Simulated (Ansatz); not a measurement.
# CH3BF2: the cost of one run

All numbers below are computed with Ansatz 0.2.0 (RKS r2SCAN-D4/cc-pVDZ).

### 1 The structure to begin with

Bond lengths: B1–F2 1.320 Å, B1–F3 1.320 Å, B1–C4 1.600 Å, C4–H5 1.110 Å, C4–H6 1.110 Å, C4–H7 1.110 Å. Angles: F2–B1–F3 120.0°, F2–B1–C4 120.0°, F3–B1–C4 120.0°, B1–C4–H5 109.5°, B1–C4–H6 109.5°, B1–C4–H7 109.5°, H5–C4–H6 109.4°, H5–C4–H7 109.4°, H6–C4–H7 109.4°.

As a file:

```xyz
7

B     0.0000    0.0000    0.0000
F     0.0000    0.0000    1.3200
F     1.1431    0.0000   -0.6600
C    -1.3856    0.0000   -0.8000
H    -1.9458   -0.9305   -0.5708
H    -1.9898    0.8797   -0.4946
H    -1.1839    0.0508   -1.8903
```

### 2 Relaxing the start

input.yaml

```yaml
crystal:
  periodic: [false, false, false]
  atoms:
    - { symbol: B, position_ang: [0.0, 0.0, 0.0] }
    - { symbol: F, position_ang: [0.0, 0.0, 1.32] }
    - { symbol: F, position_ang: [1.1431, 0.0, -0.66] }
    - { symbol: C, position_ang: [-1.3856, 0.0, -0.8] }
    - { symbol: H, position_ang: [-1.9458, -0.9305, -0.5708] }
    - { symbol: H, position_ang: [-1.9898, 0.8797, -0.4946] }
    - { symbol: H, position_ang: [-1.1839, 0.0508, -1.8903] }
basis:
  gaussian: { orbitals: cc-pVDZ }
hamiltonian:
  xc: r2scan
  dispersion: d4
relax:
  f_tol: 0.02
  max_steps: 40
output:
  orbitals: {}
```

Launch:

```console
> ansatz run input.yaml --threads 2 --pin off --max-ram 3072MiB --backend cpu --events-out ev --progress --plain --runs-dir out
```

**Question.** How long does this run take on 2 threads of Arm Neoverse V1, shared host, and how much memory does it need?

About 11 s, with a peak of 0.15 GiB.
